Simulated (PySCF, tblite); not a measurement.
# C4H13NSi, a small molecule taken as a stand-in for a surface group (carbon-backed Si): NMR shifts, core binding energies and electronic excitations

Wanted: the NMR shifts, core binding energies and electronic excitations for `CN[Si](C)(C)C`.

Programs: tblite 0.8.0 and PySCF 2.14.0. All values are calculated, for the isolated system unless a continuum is named. Atoms count from 0, parts from 1.

## (1) Starting point

19 atoms, charge 0, multiplicity 1; geometry: distance geometry start.

## (2) Relaxing the cluster with GFN2-xTB

Job settings and geometry (Å):

```
{"job": {"kind": "relax", "xc": "GFN2-xTB", "basis": "xTB"}, "charge": 0, "multiplicity": 1}
C      2.175108    -0.170682    -0.832300
Si     0.454628    -0.455327    -0.275748
C     -0.185775    -1.988703    -1.064253
C      0.423019    -0.615818     1.546214
N     -0.605154     0.949358    -0.769535
C     -0.154905     2.249417    -0.378664
H      2.391348     0.860529    -0.737767
H      2.835039    -0.689590    -0.231889
H      2.269184    -0.440610    -1.814968
H      0.264245    -2.126254    -1.993547
H      0.051214    -2.830105    -0.463327
H     -1.214317    -1.946379    -1.145702
H      1.299933    -0.252451     1.938909
H     -0.403612    -0.120517     1.945521
H      0.344294    -1.650540     1.823122
H     -1.638502     0.782158    -0.687549
H     -0.962661     2.858458    -0.168437
H      0.429559     2.671504    -1.153982
H      0.475499     2.180367     0.471008
```

Level: GFN2-xTB geometry optimisation, gas phase.

Run with:

```sh
> OMP_NUM_THREADS=1 python cluster_run.py task.json out
```

One launch serves the whole session: the jobs run in the order shown.

Standard output:

```text
step      E/eV     max force
  0    -538.81854    3.436
  1    -539.38183    1.400
  2    -539.49267    0.765
  3    -539.52705    0.438
  4    -539.58477    0.371
  5    -539.61061    0.483
  6    -539.64199    0.418
  7    -539.65996    0.257
  8    -539.66795    0.144
  9    -539.67087    0.111
 10    -539.67343    0.119
 11    -539.67700    0.167
 12    -539.68128    0.158
 13    -539.68548    0.151
 14    -539.68949    0.164
 15    -539.69403    0.193
 16    -539.69928    0.186
 17    -539.70432    0.151
 18    -539.70779    0.102
 19    -539.70981    0.089
 20    -539.71145    0.102
 21    -539.71342    0.109
 22    -539.71606    0.117
 23    -539.71954    0.134
 24    -539.72414    0.182
 25    -539.72891    0.337
 26    -539.73464    0.367
 27    -539.74237    0.266
 28    -539.75115    0.352
 29    -539.75402    0.568
 30    -539.75839    0.294
 31    -539.76330    0.178
 32    -539.76743    0.144
 33    -539.77093    0.124
 34    -539.77358    0.372
 35    -539.76737    0.589
 36    -539.77864    0.187
 37    -539.78096    0.155
 38    -539.78581    0.116
 39    -539.78666    0.111
 40    -539.78949    0.106
 41    -539.79039    0.097
 42    -539.79140    0.077
 43    -539.79199    0.082
 44    -539.79276    0.084
 45    -539.79355    0.071
 46    -539.79430    0.063
 47    -539.79482    0.079
 48    -539.79526    0.082
 49    -539.79583    0.076
 50    -539.79661    0.097
 51    -539.79744    0.075
 52    -539.79813    0.068
 53    -539.79880    0.068
 54    -539.79978    0.109
 55    -539.80133    0.153
 56    -539.80320    0.137
 57    -539.80479    0.118
 58    -539.80592    0.101
 59    -539.80689    0.089
 60    -539.80802    0.109
 61    -539.80908    0.077
 62    -539.80983    0.059
 63    -539.81043    0.071
 64    -539.81121    0.108
 65    -539.81220    0.121
 66    -539.81344    0.084
 67    -539.81472    0.080
 68    -539.81602    0.095
 69    -539.81747    0.125
 70    -539.81940    0.116
 71    -539.82093    0.177
 72    -539.82221    0.139
 73    -539.82299    0.132
 74    -539.82436    0.161
 75    -539.82565    0.091
 76    -539.82689    0.071
 77    -539.82733    0.058
 78    -539.82790    0.042
 79    -539.82816    0.031
 80    -539.82830    0.028
 81    -539.82848    0.030
 82    -539.82862    0.026
 83    -539.82873    0.028
 84    -539.82880    0.030
 85    -539.82888    0.024
 86    -539.82897    0.023
 87    -539.82907    0.023
 88    -539.82916    0.029
 89    -539.82925    0.039
 90    -539.82940    0.043
 91    -539.82964    0.046
 92    -539.82992    0.040
 93    -539.83015    0.028
 94    -539.83029    0.030
 95    -539.83039    0.027
 96    -539.83051    0.022
 97    -539.83063    0.019
 98    -539.83073    0.021
 99    -539.83080    0.020
100    -539.83085    0.019
101    -539.83091    0.019
102    -539.83096    0.016
103    -539.83099    0.013
104    -539.83102    0.012
105    -539.83105    0.013
106    -539.83110    0.015
107    -539.83116    0.023
108    -539.83122    0.018
109    -539.83126    0.016
110    -539.83130    0.019
111    -539.83136    0.021
112    -539.83149    0.029
113    -539.83167    0.034
114    -539.83184    0.027
115    -539.83198    0.021
116    -539.83207    0.020
117    -539.83214    0.022
118    -539.83220    0.021
119    -539.83226    0.027
120    -539.83231    0.021
121    -539.83237    0.012
122    -539.83239    0.010
123    -539.83241    0.009
124    -539.83241    0.008
```

It took 2.9 s on 1 thread of Arm Neoverse V1, shared host.

Relaxation path:

```
step  energy from step 0 (eV)  largest force (eV/Å)
   0                   0.0000                3.4358
   5                  -0.7921                0.4829
  10                  -0.8549                0.1195
  15                  -0.8755                0.1934
  20                  -0.8929                0.1019
  25                  -0.9104                0.3363
  30                  -0.9398                0.2940
  35                  -0.9488                0.5892
  40                  -0.9710                0.1054
  45                  -0.9750                0.0716
  50                  -0.9781                0.0975
  55                  -0.9828                0.1531
  60                  -0.9895                0.1087
  65                  -0.9937                0.1206
  70                  -1.0009                0.1158
  75                  -1.0071                0.0912
  80                  -1.0098                0.0284
  85                  -1.0103                0.0242
  90                  -1.0109                0.0422
  95                  -1.0118                0.0269
 100                  -1.0123                0.0194
 105                  -1.0125                0.0127
 110                  -1.0128                0.0188
 115                  -1.0134                0.0212
 120                  -1.0138                0.0212
 124                  -1.0139                0.0073
```

Close pairs (by a distance rule), those that changed most:

```
  bond  before (Å)  after (Å)  change (Å)
Si1–N4       1.828      1.731      -0.096
C0–Si1       1.831      1.916      +0.085
Si1–C3       1.829      1.906      +0.077
 C0–H8       1.023      1.087      +0.063
Si1–C2       1.839      1.901      +0.062
C5–H16       1.033      1.092      +0.059
C3–H12       1.027      1.086      +0.058
 C0–H7       1.032      1.086      +0.054
```

## (3) Relaxing the molecule at PBE0-D3(BJ)/def2-SVP

Job settings and geometry (Å):

```
{"job": {"xc": "PBE0", "basis": "def2-SVP", "d3": "d3bj", "grid": 2, "kind": "geom", "shake": 0.01}, "charge": 0, "multiplicity": 1}
C      1.877822    -0.295451    -0.641241
Si     0.035986    -0.402496    -0.050304
C     -0.796309    -1.935907    -0.823466
C      0.076997    -0.483402     1.852521
N     -0.972067     0.924960    -0.514294
C     -0.748904     2.299668    -0.083729
H      2.339555     0.630897    -0.267821
H      2.469348    -1.107057    -0.314197
H      1.917401    -0.234812    -1.710576
H     -0.789585    -1.884680    -1.888543
H     -0.245620    -2.835333    -0.528379
H     -1.795154    -2.045580    -0.472052
H      0.623740     0.311319     2.282134
H     -0.977024    -0.381981     2.262260
H      0.439178    -1.443411     2.205005
H     -1.396031     0.911183    -1.410259
H     -1.678510     2.867717    -0.119198
H     -0.015125     2.821038    -0.695956
H     -0.386621     2.281142     0.946301
```

Standard output:

```text
step   0  E = -503.92012129  max force = 0.047813
step   1  E = -503.92915114  max force = 0.015233
step   2  E = -503.92966849  max force = 0.001767
step   3  E = -503.92978811  max force = 0.001496
step   4  E = -503.92983344  max force = 0.001265
step   5  E = -503.92987224  max force = 0.000524
step   6  E = -503.92991010  max force = 0.000383
step   7  E = -503.92993853  max force = 0.000772
step   8  E = -503.92996734  max force = 0.000812
step   9  E = -503.92998182  max force = 0.000405
optimisation converged
```

It took 2.6 min on 1 thread of Arm Neoverse V1, shared host; peak memory 0.78 GiB.

The steps of the relaxation:

```
step  energy from step 0 (eV)  largest force component (eV/Å)
   0                   0.0000                          2.4586
   1                  -0.2457                          0.7833
   2                  -0.2598                          0.0909
   3                  -0.2630                          0.0769
   4                  -0.2643                          0.0650
   5                  -0.2653                          0.0269
   6                  -0.2664                          0.0197
   7                  -0.2671                          0.0397
   8                  -0.2679                          0.0418
   9                  -0.2683                          0.0208
```

Distances of close pairs at the start and the end, largest changes first:

```
  bond  before (Å)  after (Å)  change (Å)
C0–Si1       1.937      1.887      -0.050
 C0–H7       1.056      1.103      +0.046
C3–H12       1.056      1.102      +0.046
C2–H11       1.065      1.101      +0.037
 C2–H9       1.066      1.102      +0.036
C3–H13       1.135      1.101      -0.034
Si1–C2       1.908      1.878      -0.031
 C0–H8       1.072      1.102      +0.030
```

The final coordinates are the input of the step that follows.

```
                         at the end point                value
  point group (found at 0.08 Å tolerance)                   C1
rotational constants (GHz, main isotopes)  3.045, 1.938, 1.902
                        dipole moment (D)                 0.55
```

## (4) Nuclear shieldings: PBE0/pcSseg-1

Job settings and geometry (Å):

```
{"job": {"kind": "nmr", "xc": "PBE0", "basis": "pcSseg-1"}, "charge": 0, "multiplicity": 1}
C      1.889644    -0.242967    -0.402706
Si     0.044148    -0.405053    -0.045029
C     -0.633834    -1.911699    -0.937365
C     -0.177838    -0.563973     1.815217
N     -0.885801     0.957370    -0.606998
C     -0.738974     2.308690    -0.130111
H      2.305057     0.667726     0.058703
H      2.451670    -1.102385    -0.001146
H      2.085288    -0.188357    -1.485531
H     -0.518234    -1.814274    -2.029268
H     -0.098278    -2.823853    -0.630816
H     -1.703941    -2.053239    -0.720298
H      0.232484     0.308033     2.349391
H     -1.242495    -0.654758     2.080297
H      0.350518    -1.453903     2.193402
H     -1.248008     0.901213    -1.552313
H     -1.683407     2.874867    -0.210685
H      0.042496     2.898923    -0.651127
H     -0.472032     2.304600     0.938878
```

Method: GIAO PBE0/pcSseg-1 NMR shielding, non-relativistic, gas phase.

Standard output:

```text
coarse grid: 15096 points
cycle   1  E = -504.0047199319  dE =  1.904e-01  |g| = 5.952e-01  |ddm| = 3.660e+00
cycle   2  E = -503.9792163245  dE =  2.550e-02  |g| = 6.830e-01  |ddm| = 1.105e+00
cycle   3  E = -504.0925011046  dE = -1.133e-01  |g| = 6.002e-02  |ddm| = 6.395e-01
cycle   4  E = -504.0930961790  dE = -5.951e-04  |g| = 2.718e-02  |ddm| = 7.351e-02
cycle   5  E = -504.0932577334  dE = -1.616e-04  |g| = 3.487e-03  |ddm| = 2.509e-02
cycle   6  E = -504.0932602484  dE = -2.515e-06  |g| = 8.014e-04  |ddm| = 4.168e-03
final grid: 137592 points
cycle   7  E = -504.1250553701  dE = -2.824e-05  |g| = 8.680e-03  |ddm| = 2.222e-02
cycle   8  E = -504.1250499960  dE =  5.374e-06  |g| = 9.961e-03  |ddm| = 1.558e-02
cycle   9  E = -504.1250743418  dE = -2.435e-05  |g| = 6.003e-04  |ddm| = 8.234e-03
cycle  10  E = -504.1250744029  dE = -6.110e-08  |g| = 2.430e-04  |ddm| = 7.104e-04
cycle  11  E = -504.1250744151  dE = -1.220e-08  |g| = 2.579e-05  |ddm| = 2.034e-04
cycle  12  E = -504.1250744152  dE = -1.213e-10  |g| = 8.497e-06  |ddm| = 4.023e-05
converged SCF energy = -504.1250744152

GIAO shielding tensors (ppm)
atom      isotropic    diamagn.    paramagn.     s11        s22        s33       span
  0 C      183.887     257.072     -73.186    175.216    184.647    191.797     16.581
  1 Si     348.138     881.986    -533.848    326.665    344.589    373.159     46.494
  2 C      185.377     255.807     -70.430    178.846    184.879    192.406     13.560
  3 C      186.453     256.229     -69.777    175.184    185.892    198.282     23.098
  4 N      241.773     325.063     -83.291    209.010    242.317    273.990     64.980
  5 C      154.670     242.023     -87.353    130.270    147.847    185.894     55.625
  6 H       31.019      32.470      -1.451     26.994     29.296     36.767      9.773
  7 H       31.471      31.550      -0.079     27.422     29.004     37.986     10.564
  8 H       31.471      31.970      -0.499     27.603     28.668     38.142     10.538
  9 H       31.303      31.601      -0.298     27.254     28.957     37.698     10.444
 10 H       31.384      30.925       0.459     27.259     28.725     38.167     10.908
 11 H       31.187      31.325      -0.138     26.989     28.581     37.990     11.001
 12 H       30.823      32.218      -1.396     26.720     29.131     36.617      9.897
 13 H       31.339      31.544      -0.205     27.222     28.268     38.527     11.305
 14 H       31.469      31.303       0.166     27.436     28.914     38.057     10.621
 15 H       31.823      34.419      -2.596     22.192     31.482     41.796     19.604
 16 H       28.623      27.453       1.170     23.401     26.173     36.294     12.893
 17 H       28.650      28.592       0.058     23.216     26.580     36.153     12.938
 18 H       28.906      30.214      -1.308     24.196     28.362     34.160      9.964
```

It took 32 s on 1 thread of Arm Neoverse V1, shared host; peak memory 0.91 GiB.

Shifts follow as δ = σ(reference) − σ, with reference shieldings (ppm) from runs at the same level and on the same kind of geometry: 1H TMS 31.27, 13C TMS 184.4, 29Si TMS 352.0, 15N NH3 265.7. The references are single molecules in the gas phase, so shifts against H2O, NH3, PH3, H3PO4 or CFCl3 are not on the usual liquid scales and can be off by tens of ppm.

```
atoms                             environment  σ (ppm)  δ (ppm)
   C5                 carbon bonded to N, 3 H    154.7     29.7
   C0                carbon bonded to Si, 3 H    183.9      0.5
   C2                carbon bonded to Si, 3 H    185.4     -1.0
   C3                carbon bonded to Si, 3 H    186.5     -2.0
  H16        hydrogen on a carbon bonded to N    28.62     2.64
  H17        hydrogen on a carbon bonded to N    28.65     2.62
  H18        hydrogen on a carbon bonded to N    28.91     2.36
  H12       hydrogen on a carbon bonded to Si    30.82     0.44
   H6       hydrogen on a carbon bonded to Si    31.02     0.25
  H11       hydrogen on a carbon bonded to Si    31.19     0.08
   H9       hydrogen on a carbon bonded to Si    31.30    -0.04
  H13       hydrogen on a carbon bonded to Si    31.34    -0.07
  H10       hydrogen on a carbon bonded to Si    31.38    -0.12
  H14       hydrogen on a carbon bonded to Si    31.47    -0.20
   H7       hydrogen on a carbon bonded to Si    31.47    -0.20
   H8       hydrogen on a carbon bonded to Si    31.47    -0.20
  H15  hydrogen on a nitrogen bonded to C, Si    31.82    -0.56
  Si1                silicon bonded to 3 C, N    348.1      3.9
   N4             nitrogen bonded to C, Si, H    241.8     23.9
```

Charges from the same density, by scheme (e):

```
atoms  Mulliken    IAO  Hirshfeld  ESP fit
   C0     -0.63  -0.74      -0.23    -0.69
  Si1      0.99   1.20       0.43     1.15
   C2     -0.64  -0.72      -0.22    -0.85
   C3     -0.63  -0.73      -0.22    -0.74
   N4     -0.70  -0.68      -0.25    -0.86
   C5     -0.10  -0.29      -0.07     0.08
```

Mayer bond orders: C0–Si1 0.93, Si1–C2 0.96, Si1–C3 0.96, Si1–N4 1.00, N4–C5 0.99.

Orbitals, density, ELF and potential are computed afterwards from the orbital file.

Frontier orbitals at PBE0/pcSseg-1, with the share of their density that lies nearest to each atom:

```
orbital  energy (eV)                                   lies on
   HOMO        -6.29  N4 59 %; H15, H17 about 8 % each; C0 6 %
   LUMO         1.11        H15 11 %; 7 H atoms about 7 % each
```

ELF in a plane through or near 8 of the atoms.

Ten even steps from ' ' (0.00) to '@' (1.00):
```
                                                        
                                                        
                                                        
                  ::==::  ::##%%**                      
                --%%@@##::++@@@@@@--                    
                **@@@@@@**##@@@@@@::                    
                ==%%@@%%++**@@@@**    **##++            
                    ::**%%%%##--  ..@@@@@@@@--          
                    ::**%%%%##::  --@@@@@@@@::          
          ##@@%%==::--..----..--..::##@@##++..          
        ==@@@@@@@@**%%====++::%%****==::++##**--        
        **@@@@@@@@==##@@++::##**++**##==@@@@@@##::      
        ::%%@@@@##::::##++..==**==**====%%@@@@##..      
          ..::--##@@@@**..  --@@@@%%..  ::====..        
            ..--@@@@@@%%..  ==@@@@@@::                  
              ::%%@@@@##      ##%%**                    
                --**++::        ..                      
                                                        
                                                        
                                                        
```
The map spans 11.5 Å across and 9.7 Å up, centred on the molecule. Atoms in the plane (x, y in Å): C2 (-1.8, -1.1), N4 (1.1, -0.9), C5 (2.4, -0.4), H9 (-1.8, -2.1), H10 (-2.8, -0.7), H12 (0.4, 2.3), H15 (1.0, -1.9), H18 (2.4, 0.7).

On the surface of density 0.002 e/bohr³ the electrostatic potential runs, from the 1st to the 99th percentile, from -1.06 V near N4 to 1.16 V near H15.

(Part 1 of 2 ends here.)
